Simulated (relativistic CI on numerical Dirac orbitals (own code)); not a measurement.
**Pr XXXIV (Pr³³⁺): levels and lines**

Aim: the low levels of Pr³³⁺, their labels and the strongest lines; runs with one setting changed show what the result hangs on.

The numbers are computed with relativistic CI on numerical Dirac orbitals (own code) version 2 (Dirac-Coulomb-Breit CI, KLI orbitals optimised for each configuration, model QED (radiative potential, 1s self-energy scaled to tabulated hydrogen-like ionisation energies)), except any that are marked as measured or tabulated.

## (1) What is computed

| Property | Result |
| --- | --- |
| ion | Pr³³⁺ (Pr XXXIV) |
| nuclear charge | 59 |
| electrons | 26 |
| isotope | A = 141 |
| first configuration typed | [Ar] 3d8 |

Outer shells as boxes (Hund's rule):

first configuration typed
```
[Ar] core
3d [↑↓][↑↓][↑↓][↑ ][↑ ]
```

## (2) Base run

Input settings:

```ini
atom Pr  Z=59  charge=33  electrons=26
nucleus A=141  rms_radius_fm=4.8919
hamiltonian dirac-coulomb  breit=on  qed=on  c_scale=1
orbitals kli  potential=per-configuration
slater_scale 1
correlation none
mixing on
configurations
  [Ar] 3d8
  [Ne] 3s2 3p5 3d9
  [Ne] 3s2 3p4 3d10
  [Ne] 3s 3p6 3d9
  [Ne] 3p6 3d10
  [Ne] 3s 3p5 3d10
  [Ar] 3d7 4s
  [Ar] 3d7 4p
  [Ar] 3d7 4d
  [Ne] 3s2 3p4 3d9 4s
  [Ne] 3s2 3p4 3d9 4p
  [Ne] 3s2 3p5 3d8 4s
  [Ar] 3d7 4f
  [Ne] 3s2 3p4 3d9 4d
  [Ne] 3s2 3p5 3d8 4p
  [Ne] 3s 3p5 3d9 4s
end
```

## (3) The first 3 configurations alone

Input settings:

```ini
atom Pr  Z=59  charge=33  electrons=26
nucleus A=141  rms_radius_fm=4.8919
hamiltonian dirac-coulomb  breit=on  qed=on  c_scale=1
orbitals kli  potential=per-configuration
slater_scale 1
correlation none
mixing on
configurations
  [Ar] 3d8
  [Ne] 3s2 3p5 3d9
  [Ne] 3s2 3p4 3d10
end
```

## (4) One common potential

Input settings:

```ini
atom Pr  Z=59  charge=33  electrons=26
nucleus A=141  rms_radius_fm=4.8919
hamiltonian dirac-coulomb  breit=on  qed=on  c_scale=1
orbitals kli  potential=mean
slater_scale 1
correlation none
mixing on
configurations
  [Ar] 3d8
  [Ne] 3s2 3p5 3d9
  [Ne] 3s2 3p4 3d10
  [Ne] 3s 3p6 3d9
  [Ne] 3p6 3d10
  [Ne] 3s 3p5 3d10
  [Ar] 3d7 4s
  [Ar] 3d7 4p
  [Ar] 3d7 4d
  [Ne] 3s2 3p4 3d9 4s
  [Ne] 3s2 3p4 3d9 4p
  [Ne] 3s2 3p5 3d8 4s
  [Ar] 3d7 4f
  [Ne] 3s2 3p4 3d9 4d
  [Ne] 3s2 3p5 3d8 4p
  [Ne] 3s 3p5 3d9 4s
end
```

(Steps that only read results are left out.)

What does the calculation give? Wanted: lowest level; first excitation; lowest level of the other parity; fastest E1 line; ionisation energy.

The runs gave:

| run | time | mean size of shift, levels followed (cm⁻¹) | lowest level | ionisation energy (eV) |
| --- | --- | --- | --- | --- |
| main run | 0.72 s | 0 | 3d8 3F4 | 2202.6 |
| the first 3 configurations alone | 0.075 s | 3081 | 3d8 3F4 | - |
| one common potential | 0.55 s | 260 | 3d8 3F4 | - |

The tabulated theoretical ionisation energy (NIST) is 2202 eV.

| quantity | value |
| --- | --- |
| lowest level | 3d8 3F4 |
| first excitation | 3d8 [3d5/2^4] J=2, 53476 cm⁻¹ |
| lowest level of the other parity | 3p5 3d9 3F°4, 283.57 eV |
| levels in the model | 1397 |
| fastest E1 line (by rate) to the lowest level among the lowest 200 of 1397 levels | 1.281 nm, from 3d7 4p [3d5/2^3 4p3/2] J=4° |
| ionisation energy | 2202.6 eV |
| ionisation energy, tabulated theoretical (NIST) | 2202 eV |

What this shows: 3d8 3F4 comes out lowest; its LS label holds 92 % and its jj label 97 %; over the low levels the means are 74 and 95 %, so jj coupling describes them better. The ionisation energy agrees with the tabulated theoretical value within its uncertainty of 5 eV. The largest mover is «the first 3 configurations alone» (3081 cm⁻¹ on average). Lifetimes count radiative decay inside the model alone.
